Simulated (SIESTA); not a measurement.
Crystal: Sr2TiBiO6.

```xyz
10
Lattice="0.0000 4.1605 4.1605 4.1605 0.0000 4.1605 4.1605 4.1605 0.0000" Properties=species:S:1:pos:R:3 pbc="T T T"
Bi    0.0000    0.0000    0.0000
Sr    6.2408    6.2408    6.2408
Sr    2.0803    2.0803    2.0803
Ti    4.1605    4.1605    4.1605
O     4.1605    4.1605    6.1235
O     4.1605    4.1605    2.1976
O     4.1605    6.1235    4.1605
O     4.1605    2.1976    4.1605
O     6.1235    4.1605    4.1605
O     2.1976    4.1605    4.1605
```

The cell comes from a database or a generator and needn't be the stable form of this composition.

```yaml
Program: SIESTA 5.4.2
Task: single point
Functional: PBEsol
Potentials_or_basis: PseudoDojo 0.4 standard (PBEsol files)
Basis: DZP (energy shift 0.003 Ry; two zetas on semicore shells; d shell added on Sr)
Grid_cutoff: 800 Ry
Energy_shift: 0.003 Ry
k_mesh: 6 × 6 × 6
Occupations: fermi-dirac, width 0.05 eV
Spin: no spin polarisation
```

On this cell: pressure -3.2 GPa; largest force 0.308 eV/Å; band gap on the k mesh none (metal or under the smearing width).

The same run follows on a disturbed copy (atoms moved at random, drawn with an rms of 0.05 Å):

```
Bi Sr Ti O
1.0
     0.00000    4.16054    4.16054
     4.16054    0.00000    4.16054
     4.16054    4.16054    0.00000
Bi Sr Ti O
1 2 1 6
Cartesian
  -0.0210 0.0078 -0.0452
  6.2983 6.2280 6.2569
  2.0728 2.1190 2.0828
  4.1737 4.1497 4.1543
  4.1237 4.1552 6.1428
  4.1369 4.1270 2.2219
  4.2083 6.1525 4.1462
  4.1326 2.1878 4.1435
  6.1163 4.1305 4.2048
  2.1794 4.1522 4.1919
```

Q: What changes?

A: The energy (extrapolated to zero smearing) moves by +7.7 meV/atom; pressure -2.9 GPa; largest force 1.247 eV/Å; band gap on the k mesh none (metal or under the smearing width).

Forces in eV/Å, atoms in the order of the input:
```
Bi   0.559 -0.120  1.108
Sr  -0.156  0.088 -0.166
Sr   0.089 -0.037 -0.013
Ti  -0.382  0.216 -0.313
O    0.015 -0.054 -0.866
O   -0.052  0.150  0.116
O   -0.087 -0.876 -0.071
O   -0.010  0.545  0.176
O   -0.482 -0.088  0.085
O    0.506  0.176 -0.057
```

Stress tensor (GPa, compression positive):
```
-3.15 -0.11 -0.17
-0.11 -2.83  0.06
-0.17  0.06 -2.87
```

Caveats: spin-orbit coupling is left out, which moves the levels of the heavy elements; the basis of atomic orbitals isn't converged, which shifts pressures, moduli and gaps; an odd number of electrons without spin polarisation forces a metal; a magnetic or distorted state may lie lower; semilocal functionals often make such compounds metallic where correlation or magnetic order opens a gap, which also shifts bond lengths.
